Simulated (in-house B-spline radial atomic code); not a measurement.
# P³⁺: excited configurations

Aim: the energies of several excited configurations of P³⁺ above a reference configuration, each from its own self-consistent run.

Method: Dirac-Hartree-Fock, average of configuration, Fermi nucleus, basis-set limit. Code: in-house B-spline radial atomic code version 1.

### Step 1. What is computed

```
element       : phosphorus (Z = 15)
charge        : +3
electrons     : 12
configuration : [Ne] 3s2
Hamiltonian   : Dirac-Coulomb
nucleus       : Fermi, rms radius 3.189 fm
```

The outer shells:

[Ne] 3s2
```
[Ne] core
3s [↑↓]
```

Settings, as recorded:

```ini
Z = 15
electrons = 12.0
configuration = [Ne] 3s2
hamiltonian = dirac
method = hf
spin_polarised = False
nucleus = fermi
rms_radius = 3.1889
mass_number = 31
atomic_mass = 30.97376199768
speed_of_light = 137.035999084
```

The reference is known from an earlier run: -339.410455 hartree in all. Up to eight levels, counted from the top:

```
orbital  occupation  energy (eV)  <r> (bohr)
  1s1/2           2     -2222.88      0.1034
  2s1/2           2      -244.30      0.5119
  2p1/2           2      -186.27      0.4801
  2p3/2           4      -185.31      0.4822
  3s1/2           2      -50.003       1.692
```

### Step 2. [He] 2s1 2p6 3s2 6f1

Settings, as recorded:

```ini
Z = 15
electrons = 12.0
configuration = [He] 2s1 2p6 3s2 6f1
hamiltonian = dirac
method = hf
spin_polarised = False
nucleus = fermi
rms_radius = 3.1889
mass_number = 31
atomic_mass = 30.97376199768
speed_of_light = 137.035999084
```

### Step 3. [He] 2s2 2p5 3s2 7f1

The settings differ from step 2 so:

```diff
@@ -2,3 +2,3 @@
 electrons = 12.0
-configuration = [He] 2s1 2p6 3s2 6f1
+configuration = [He] 2s2 2p5 3s2 7f1
 hamiltonian = dirac
```

### Step 4. Configuration [He] 2s1 2p6 3s2 5s1

The settings differ from step 3 so:

```diff
@@ -2,3 +2,3 @@
 electrons = 12.0
-configuration = [He] 2s2 2p5 3s2 7f1
+configuration = [He] 2s1 2p6 3s2 5s1
 hamiltonian = dirac
```

### Step 5. Run with [Ne] 3s1 7p1

The settings differ from step 4 so:

```diff
@@ -2,3 +2,3 @@
 electrons = 12.0
-configuration = [He] 2s1 2p6 3s2 5s1
+configuration = [Ne] 3s1 7p1
 hamiltonian = dirac
```

### Step 6. [He] 2s1 2p6 3s2 6g1

The settings differ from step 5 so:

```diff
@@ -2,3 +2,3 @@
 electrons = 12.0
-configuration = [Ne] 3s1 7p1
+configuration = [He] 2s1 2p6 3s2 6g1
 hamiltonian = dirac
```

### Step 7. Configuration [He] 2s2 2p5 3s2 7p1

The settings differ from step 6 so:

```diff
@@ -2,3 +2,3 @@
 electrons = 12.0
-configuration = [He] 2s1 2p6 3s2 6g1
+configuration = [He] 2s2 2p5 3s2 7p1
 hamiltonian = dirac
```

### Step 8. Run with [Ne] 3s1 7s1

The settings differ from step 7 so:

```diff
@@ -2,3 +2,3 @@
 electrons = 12.0
-configuration = [He] 2s2 2p5 3s2 7p1
+configuration = [Ne] 3s1 7s1
 hamiltonian = dirac
```

### Step 9. Configuration [Ne] 3s1 7f1

The settings differ from step 8 so:

```diff
@@ -2,3 +2,3 @@
 electrons = 12.0
-configuration = [Ne] 3s1 7s1
+configuration = [Ne] 3s1 7f1
 hamiltonian = dirac
```

**Question.** How far above the reference does each configuration lie (order and size, in eV)?

The runs gave:

| net move | configuration | energy above the reference (eV) | with Breit, QED, recoil (eV) | largest <r> (bohr) |
| --- | --- | --- | --- | --- |
| 3s → 7s | [Ne] 3s1 7s1 | 43.988 | 43.978 | 14.0 |
| 3s → 7p | [Ne] 3s1 7p1 | 44.478 | 44.467 | 15.1 |
| 3s → 7f | [Ne] 3s1 7f1 | 45.338 | 45.327 | 16.7 |
| 2p → 7p | [He] 2s2 2p5 3s2 7p1 | 175.39 | 175.34 | 14.8 |
| 2p → 7f | [He] 2s2 2p5 3s2 7f1 | 176.34 | 176.29 | 16.6 |
| 2s → 5s | [He] 2s1 2p6 3s2 5s1 | 227.13 | 227.03 | 6.20 |
| 2s → 6f | [He] 2s1 2p6 3s2 6f1 | 234.28 | 234.18 | 11.8 |
| 2s → 6g | [He] 2s1 2p6 3s2 6g1 | 234.35 | 234.25 | 11.0 |

Quantum defects of the promoted electron, δ = n − ζ/√(−2ε) with ζ = 4 and ε its orbital energy in hartree:

| promotion | δ |
| --- | --- |
| 3s → 7s | 0.924 |
| 3s → 7p | 0.610 |
| 3s → 7f | 0.022 |
| 2p → 7p | 0.676 |
| 2p → 7f | 0.038 |
| 2s → 5s | 0.996 |
| 2s → 6f | 0.037 |
| 2s → 6g | 0.002 |

The lowest of them is 3s → 7s at 43.988 eV and the highest 2s → 6g at 234.35 eV. Koopmans' estimate of the ionisation threshold is 50.003 eV; 5 configurations exceed it by over 2 % and could autoionise. Of those tabulated, the defect is largest for 5s (1.00) and least for 6g (0.00): low angular momentum penetrates the core, high angular momentum stays outside it. Two partly filled shells share a symmetry and can mix in the average, which may lower the energy, for: 3s → 7s; 2p → 7p; 2s → 5s. These are averages over configurations, without correlation, not spectroscopic levels.
